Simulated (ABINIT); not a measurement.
# AlO2 (Cmcm) in ABINIT: relaxation of cell and atoms with PBEsol

Aim: the relaxation of cell and atoms of AlO2 with PBEsol.

Program: ABINIT 10.8.3 (patched build). These are calculated values, not measurements. Logs are shortened: lines on timing, memory, paths and dates and some standing lists are left out, and cuts for length are marked. The log counts tension as positive stress, the text compression.

### 1 Starting point

Symmetry: Cmcm, No. 63, orthorhombic system. Conventional cell: a = 2.976 Å, b = 10.806 Å, c = 3.647 Å, α = 90.00°, β = 90.00°, γ = 90.00°. Al (site symmetry m2m) is surrounded by 6 O at 1.87 to 2.02 Å. O (site symmetry m2m) is surrounded by 2 Al at 1.88 Å. O (site symmetry m2m) has 4 Al at 1.87 to 2.02 Å as nearest neighbours.

The cell comes from a database or a generator and needn't be the stable form of this composition.

### 2 Relaxation of cell and atoms, PBEsol

File run.abi:

```
# Pseudopotentials
pp_dirpath "./"
pseudos "Al.upf, O.upf"

# Structure
acell 3*1.0 Angstrom
rprim
     1.4881620000    -5.4028330000     0.0000000000
     1.4881620000     5.4028330000     0.0000000000
     0.0000000000     0.0000000000     3.6466120000
ntypat 2
znucl 13 8
natom 6
typat 1 1 2 2 2 2
xred
     0.6681330000     0.3318670000     0.7500000000
     0.3318670000     0.6681330000     0.2500000000
     0.0610720000     0.9389280000     0.7500000000
     0.9389280000     0.0610720000     0.2500000000
     0.2941840000     0.7058160000     0.7500000000
     0.7058160000     0.2941840000     0.2500000000
chkprim 0
chksymtnons 0
tolsym 1.0e-6

# Plane-wave basis
ecut 42.0

# k points
kptopt 1
ngkpt 5 5 4
nshiftk 1
shiftk 0.0 0.0 0.0

# Exchange and correlation
ixc -116133

# Bands and occupations
nband 19
occopt 3
tsmear 0.05 eV

# SCF cycle
nstep 100
tolvrs 1.0e-10

# Output
iomode 3
prtwf 0
prtden 0
prteig 0
prtebands 0
enunit 2

# Relaxation
ionmov 2
ntime 60
tolmxf 0.0005
optcell 2
dilatmx 1.08
ecutsm 0.5
```

Potentials or basis: PseudoDojo NC SR PBEsol v0.4.1 standard.

Run with:

```bash
> mpirun --bind-to none -np 4 abinit run.abi > log 2>&1
```

run.abo:

```text
.Version 10.8.3 of ABINIT
 Symmetries : space group Cm c m (# 63); Bravais oC (1-face-center ortho.)
================================================================================
 Values of the parameters that define the memory need of the present run
     intxc =       0    ionmov =       2      iscf =       7    lmnmax =       6
     lnmax =       6     mgfft =      72  mpssoang =       3    mqgrid =    3001
     natom =       6  nloc_mem =       1    nspden =       1   nspinor =       1
    nsppol =       1      nsym =       8    n1xccc =    2501    ntypat =       2
    occopt =       3   xclevel =       2
       mpw =        6516          nfft =      233280          nkpt =          27
================================================================================
================================================================================

--------------------------------------------------------------------------------
------------- Echo of variables that govern the present computation ------------
--------------------------------------------------------------------------------
 -outvars: echo values of preprocessed input variables --------
            acell      1.8897261259E+00  1.8897261259E+00  1.8897261259E+00 Bohr
              amu      2.69815390E+01  1.59994000E+01
          chkprim           0
      chksymtnons           0
          dilatmx      1.08000000E+00
             ecut      4.20000000E+01 Hartree
           ecutsm      5.00000000E-01 Hartree
           enunit           2
           ionmov           2
              ixc     -116133
         kptrlatt        5    0    0      0    5    0      0    0    4
          kptrlen      2.75643919E+01
            natom           6
            nband          19
            ngfft          72      72      45
             nkpt          27
            nstep         100
             nsym           8
            ntime          60
           ntypat           2
           occopt           3
          optcell           2
           prtden           0
        prtebands           0
           prteig           0
            prtwf           0
            rprim      1.4881620000E+00 -5.4028330000E+00  0.0000000000E+00
                       1.4881620000E+00  5.4028330000E+00  0.0000000000E+00
                       0.0000000000E+00  0.0000000000E+00  3.6466120000E+00
          spgroup          63
           tolmxf      5.00000000E-04
           tolsym      1.00000000E-06
           tolvrs      1.00000000E-10
           tsmear      1.83746611E-03 Hartree
            typat      1  1  2  2  2  2
           xangst      1.4881620000E+00 -1.8167890416E+00  2.7349590000E+00
                       1.4881620000E+00  1.8167890416E+00  9.1165300000E-01
                       1.4881620000E+00  4.7429093660E+00  2.7349590000E+00
                       1.4881620000E+00 -4.7429093660E+00  9.1165300000E-01
                       1.4881620000E+00  2.2239789535E+00  2.7349590000E+00
                       1.4881620000E+00 -2.2239789535E+00  9.1165300000E-01
            xcart      2.8122186110E+00 -3.4332337171E+00  5.1683234756E+00
                       2.8122186110E+00  3.4332337171E+00  1.7227744919E+00
                       2.8122186110E+00  8.9627997418E+00  5.1683234756E+00
                       2.8122186110E+00 -8.9627997418E+00  1.7227744919E+00
                       2.8122186110E+00  4.2027111318E+00  5.1683234756E+00
                       2.8122186110E+00 -4.2027111318E+00  1.7227744919E+00
             xred      6.6813300000E-01  3.3186700000E-01  7.5000000000E-01
                       3.3186700000E-01  6.6813300000E-01  2.5000000000E-01
                       6.1072000000E-02  9.3892800000E-01  7.5000000000E-01
                       9.3892800000E-01  6.1072000000E-02  2.5000000000E-01
                       2.9418400000E-01  7.0581600000E-01  7.5000000000E-01
                       7.0581600000E-01  2.9418400000E-01  2.5000000000E-01
            znucl       13.00000    8.00000

================================================================================

 chkinp: Checking input parameters for consistency.

================================================================================
== DATASET  1 ==================================================================

--- !DatasetInfo
iteration_state: {dtset: 1, }
dimensions: {natom: 6, nkpt: 27, mband: 19, nsppol: 1, nspinor: 1, nspden: 1, mpw: 6516, }
cutoff_energies: {ecut:  42.0, pawecutdg:  -1.0, }
electrons: {nelect:   3.00000000E+01, charge:   0.00000000E+00, occopt:   3.00000000E+00, tsmear:   1.83746611E-03, }
meta: {optdriver: 0, ionmov: 2, optcell: 2, iscf: 7, paral_kgb: 0, }
...

 Real(R)+Recip(G) space primitive vectors, cartesian coordinates (Bohr,Bohr^-1):
 R(1)=  2.8122186-10.2098747  0.0000000  G(1)=  0.1777956 -0.0489722  0.0000000
[... 2081 lines left out ...]
       0.295194713459      0.704805286541      0.750000000000
       0.704805286541      0.295194713459      0.250000000000
 rms dE/dt=  1.5518E-03; max dE/dt=  3.0614E-03; dE/dt below (all hartree)
    1      -0.003061352171      0.003061352171      0.000000000000
    2       0.003061352171     -0.003061352171     -0.000000000000
    3       0.000966292554     -0.000966292554     -0.000000000000
    4      -0.000966292554      0.000966292554      0.000000000000
    5       0.000728778456     -0.000728778456      0.000000000000
    6      -0.000728778456      0.000728778456      0.000000000000

 cartesian coordinates (angstrom) at end:
    1      1.45367906820433    -1.60184277744965     2.70497856256829
    2      1.45367906820433     1.60184277744965     0.90165952085610
    3      1.45367906820433     4.63041677545864     2.70497856256829
    4      1.45367906820433    -4.63041677545864     0.90165952085610
    5      1.45367906820433     2.02074905594510     2.70497856256829
    6      1.45367906820433    -2.02074905594510     0.90165952085610

 cartesian forces (hartree/bohr) at end:
    1      0.00000000000000    -0.00032837735410    -0.00000000000000
    2     -0.00000000000000     0.00032837735410    -0.00000000000000
    3     -0.00000000000000     0.00010364981698     0.00000000000000
    4      0.00000000000000    -0.00010364981698    -0.00000000000000
    5     -0.00000000000000     0.00007817275756    -0.00000000000000
    6      0.00000000000000    -0.00007817275756    -0.00000000000000
 frms,max,avg= 1.1770299E-04 3.2837735E-04   0.000E+00  0.000E+00  0.000E+00 h/b

 cartesian forces (eV/Angstrom) at end:
    1      0.00000000000000    -0.01688584247192    -0.00000000000000
    2     -0.00000000000000     0.01688584247192    -0.00000000000000
    3     -0.00000000000000     0.00532988788643     0.00000000000000
    4      0.00000000000000    -0.00532988788643    -0.00000000000000
    5     -0.00000000000000     0.00401980481704    -0.00000000000000
    6      0.00000000000000    -0.00401980481704    -0.00000000000000
 frms,max,avg= 6.0525313E-03 1.6885842E-02   0.000E+00  0.000E+00  0.000E+00 e/A
 length scales=  9.718971220838  9.718971220838  6.815558212941 bohr
              =  5.143058080000  5.143058080000  3.606638083424 angstroms
 Fermi (or HOMO) energy (hartree) =   0.21410   Average Vxc (hartree)=  -0.42837
 Eigenvalues (hartree) for nkpt=  27  k points:
 kpt#   1, nband= 19, wtk=  0.01000, kpt=  0.0000  0.0000  0.0000 (reduced coord)
  -0.54189   -0.47651   -0.39958   -0.37935   -0.05207   -0.01398    0.00922    0.06250
   0.08118    0.08161    0.13001    0.14714    0.16841    0.17493    0.18677    0.27838
   0.40733    0.52356    0.55635
      occupation numbers for kpt#   1
   2.00000    2.00000    2.00000    2.00000    2.00000    2.00000    2.00000    2.00000
   2.00000    2.00000    2.00000    2.00000    2.00000    2.00000    2.00000    0.00000
   0.00000    0.00000    0.00000
 prteigrs : prtvol=0 or 1, do not print more k-points.

 Fermi (or HOMO) energy (eV) =   5.82598   Average Vxc (eV)= -11.65645
 Eigenvalues (   eV  ) for nkpt=  27  k points:
 kpt#   1, nband= 19, wtk=  0.01000, kpt=  0.0000  0.0000  0.0000 (reduced coord)
 -14.74557  -12.96655  -10.87322  -10.32274   -1.41680   -0.38041    0.25082    1.70077
   2.20896    2.22060    3.53768    4.00380    4.58258    4.76002    5.08237    7.57510
  11.08407   14.24667   15.13904
 prteigrs : prtvol=0 or 1, do not print more k-points.

--- !EnergyTerms
iteration_state     : {dtset: 1, itime: 16, icycle: 1, }
comment             : Components of total free energy in Hartree
kinetic             :  4.61494303971239E+01
hartree             :  1.65727001049251E+01
xc                  : -1.88192675945374E+01
Ewald energy        : -5.67008982396369E+01
psp_core            :  2.25900186266784E+00
local_psp           : -5.07245051484559E+01
non_local_psp       : -9.47991383180828E+00
internal            : -7.07434524497217E+01
'-kT*entropy'       : -1.03520077561509E-03
total_energy        : -7.07444876504973E+01
total_energy_eV     : -1.92505557823172E+03
band_energy         : -1.88216397926680E+00
...

 rms coord change=  1.4582E-02   atom, delta coord (reduced):
     1       -0.005784356034      0.005784356034      0.000000000000
     2        0.005784356034     -0.005784356034      0.000000000000
     3       -0.030370170255      0.030370170255      0.000000000000
     4        0.030370170255     -0.030370170255      0.000000000000
     5        0.001010713459     -0.001010713459      0.000000000000
     6       -0.001010713459      0.001010713459      0.000000000000

 Cartesian components of stress tensor (hartree/bohr^3)
  sigma(1 1)= -1.54095411E-06  sigma(3 2)=  0.00000000E+00
  sigma(2 2)= -5.71168607E-07  sigma(3 1)=  0.00000000E+00
  sigma(3 3)=  3.09765724E-06  sigma(2 1)=  0.00000000E+00

-Cartesian components of stress tensor (GPa)         [Pressure= -9.6651E-03 GPa]
- sigma(1 1)= -4.53364353E-02  sigma(3 2)=  0.00000000E+00
- sigma(2 2)= -1.68043606E-02  sigma(3 1)=  0.00000000E+00
- sigma(3 3)=  9.11362223E-02  sigma(2 1)=  0.00000000E+00

== END DATASET(S) ==============================================================
================================================================================

 -outvars: echo values of variables after computation  --------
            acell      9.7189712208E+00  9.7189712208E+00  6.8155582129E+00 Bohr
           etotal     -7.0744487650E+01
            fcart      9.1347108979E-21 -3.2837735410E-04 -4.1426914437E-23
                      -9.1347108979E-21  3.2837735410E-04 -4.1425966261E-23
                      -2.3039633529E-20  1.0364981698E-04  5.7997016488E-22
                       2.3039633529E-20 -1.0364981698E-04 -4.1426440349E-22
                      -7.9535736225E-21  7.8172757565E-05 -4.1426440349E-23
                       7.9535736225E-21 -7.8172757565E-05 -4.1426440349E-23
            rprim      2.8264877542E-01 -9.5922347227E-01  0.0000000000E+00
                       2.8264877542E-01  9.5922347227E-01  0.0000000000E+00
                       0.0000000000E+00  0.0000000000E+00  1.0000000000E+00
           strten     -1.5409541135E-06 -5.7116860747E-07  3.0976572360E-06
                       0.0000000000E+00  0.0000000000E+00  0.0000000000E+00
           xangst      1.4536790682E+00 -1.6018427774E+00  2.7049785626E+00
                       1.4536790682E+00  1.6018427774E+00  9.0165952086E-01
                       1.4536790682E+00  4.6304167755E+00  2.7049785626E+00
                       1.4536790682E+00 -4.6304167755E+00  9.0165952086E-01
                       1.4536790682E+00  2.0207490559E+00  2.7049785626E+00
                       1.4536790682E+00 -2.0207490559E+00  9.0165952086E-01
             xred      6.6234864397E-01  3.3765135603E-01  7.5000000000E-01
                       3.3765135603E-01  6.6234864397E-01  2.5000000000E-01
                       3.0701829745E-02  9.6929817026E-01  7.5000000000E-01
                       9.6929817026E-01  3.0701829745E-02  2.5000000000E-01
                       2.9519471346E-01  7.0480528654E-01  7.5000000000E-01
                       7.0480528654E-01  2.9519471346E-01  2.5000000000E-01
 Calculation completed.
```

It took 12 min on 4 MPI ranks of Intel Xeon Platinum 8559C (Emerald Rapids), shared host; peak memory 0.56 GiB.

What came out:

```
Free energy                                           : -1925.0556 eV
Relaxed volume                                        : 8.62 Å³/atom
Relaxed cell                                          : a = 5.143 Å, b = 5.143 Å, c = 3.607 Å, α = 90.00°, β = 90.00°, γ = 147.16°
Space group after relaxing (to 0.05 Å)                : Cmcm (No. 63)
Energy gained by relaxing                             : 123.2 meV/atom
Ionic steps                                           : 16
Pressure after relaxing                               : 0.0 GPa
Largest force after relaxing                          : 0.017 eV/Å
Band gap on the k mesh                                : none (metal or under the smearing width)
Valence electrons inside the program's atomic spheres : Al 1.06; O 6.01, 6.45
```

Forces on the atoms (eV/Å):
```
Al   0.000 -0.017  0.000
Al   0.000  0.017  0.000
O    0.000  0.005  0.000
O    0.000 -0.005  0.000
O    0.000  0.004  0.000
O    0.000 -0.004  0.000
```

Stress tensor (GPa, compression positive):
```
 0.05  0.00  0.00
 0.00  0.02  0.00
 0.00  0.00 -0.09
```

The path:
```csv
step,energy change (eV),largest force (eV/Å),pressure (GPa),volume (Å³)
1,0.0000,0.6210,-6.61,58.64
2,-0.0478,0.8241,-3.45,57.46
3,-0.1145,1.2579,2.90,55.13
4,-0.1807,1.5249,6.96,53.47
5,-0.2766,1.1026,29.55,46.43
6,-0.5014,1.6645,10.98,50.63
7,-0.6536,0.9951,6.98,50.69
8,-0.7273,0.2585,1.02,51.17
9,-0.7336,0.2198,-0.08,51.62
10,-0.7356,0.1850,-0.31,51.74
11,-0.7378,0.1063,-0.24,51.79
12,-0.7385,0.0645,-0.07,51.75
13,-0.7389,0.0255,0.07,51.71
14,-0.7390,0.0286,0.07,51.70
15,-0.7390,0.0264,0.02,51.72
16,-0.7390,0.0169,-0.01,51.73
```

Final structure:
```cif
data_structure
_symmetry_space_group_name_H-M 'P 1'
_symmetry_Int_Tables_number 1
_cell_length_a 5.1431
_cell_length_b 5.1431
_cell_length_c 3.6066
_cell_angle_alpha 90.000
_cell_angle_beta 90.000
_cell_angle_gamma 147.163
_cell_volume 51.73
loop_
_atom_site_label
_atom_site_type_symbol
_atom_site_fract_x
_atom_site_fract_y
_atom_site_fract_z
_atom_site_occupancy
Al1 Al 0.66235 0.33765 0.75000 1
Al2 Al 0.33765 0.66235 0.25000 1
O1 O 0.03070 0.96930 0.75000 1
O2 O 0.96930 0.03070 0.25000 1
O3 O 0.29519 0.70481 0.75000 1
O4 O 0.70481 0.29519 0.25000 1
```

Caveat: the k mesh is coarse (spacing up to 0.44 Å⁻¹), so the values aren't converged.
